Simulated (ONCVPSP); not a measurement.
# As: the cost of one run

Method: ONCVPSP 4.0.1.1 (patched build), PBE, scalar-relativistic.

### 1 Starting point

Typed settings, in words:

* element: arsenic (As, Z = 33)
* type: optimised norm-conserving Vanderbilt (ONCV)
* frozen core: [Ne]
* valence charge: 23
* reference configuration: 3s2 3p6 3d10 4s2 4p3
* partial waves: 3s+4s: rc 1.05 bohr, ncon 4, nbas 8, qcut 14.4 1/bohr, 2 projectors; 3p+4p: rc 1.20 bohr, ncon 5, nbas 10, qcut 11.8 1/bohr, 3 projectors, debl 0.5 Ha; 3d: rc 1.25 bohr, ncon 4, nbas 9, qcut 14.6 1/bohr, 2 projectors, debl 0.4 Ha
* local potential: polynomial inside 0.80 bohr (lpopt 4, dvloc0 -1 Ha)
* core correction: Teter function, fcfact 3, rcfact 1.05

### 2 Generating the potential

The input, As.dat:

```
# ATOM AND REFERENCE CONFIGURATION
# atsym  z   nc   nv     iexc    psfile
  As 33.00    3    5        4      upf
#
#   n    l    f
    1    0    2.00
    2    0    2.00
    2    1    6.00
    3    0    2.00
    3    1    6.00
    3    2   10.00
    4    0    2.00
    4    1    3.00
#
# PSEUDOPOTENTIAL AND OPTIMIZATION
# lmax
    2
#
#   l,   rc,      ep,       ncon, nbas, qcut
    0    1.05    0.00    4    8   14.40
    1    1.20    0.00    5   10   11.80
    2    1.25    0.00    4    9   14.60
#
# LOCAL POTENTIAL
# lloc, lpopt,  rc(5),   dvloc0
    4    4    0.80   -1.00
#
# VANDERBILT-KLEINMAN-BYLANDER PROJECTORs
# l, nproj, debl
    0    2    1.30
    1    3    0.50
    2    2    0.40
#
# MODEL CORE CHARGE
# icmod, fcfact, rcfact
    3    3.00    1.05
#
# LOG DERIVATIVE ANALYSIS
# epsh1, epsh2, depsh
   -8.00    5.00    0.04
#
# OUTPUT GRID
# rlmax, drl
    6.00    0.01
#
# TEST CONFIGURATIONS
# ncnf
    4
# nvcnf
#   n    l    f
    5
    3    0    2.00
    3    1    6.00
    3    2   10.00
    4    0    2.00
    4    1    2.00
#
    5
    3    0    2.00
    3    1    6.00
    3    2   10.00
    4    0    2.00
    4    1    1.00
#
    5
    3    0    2.00
    3    1    6.00
    3    2   10.00
    4    0    2.00
    4    1    0.00
#
    5
    3    0    2.00
    3    1    6.00
    3    2    9.00
    4    0    2.00
    4    1    3.00
#
```

Launch:

```
$ oncvpsp.x < As.dat > As.out
```

**Question.** How long does this run take on 1 thread of Neoverse-N1, shared host?

About 7.8 s.
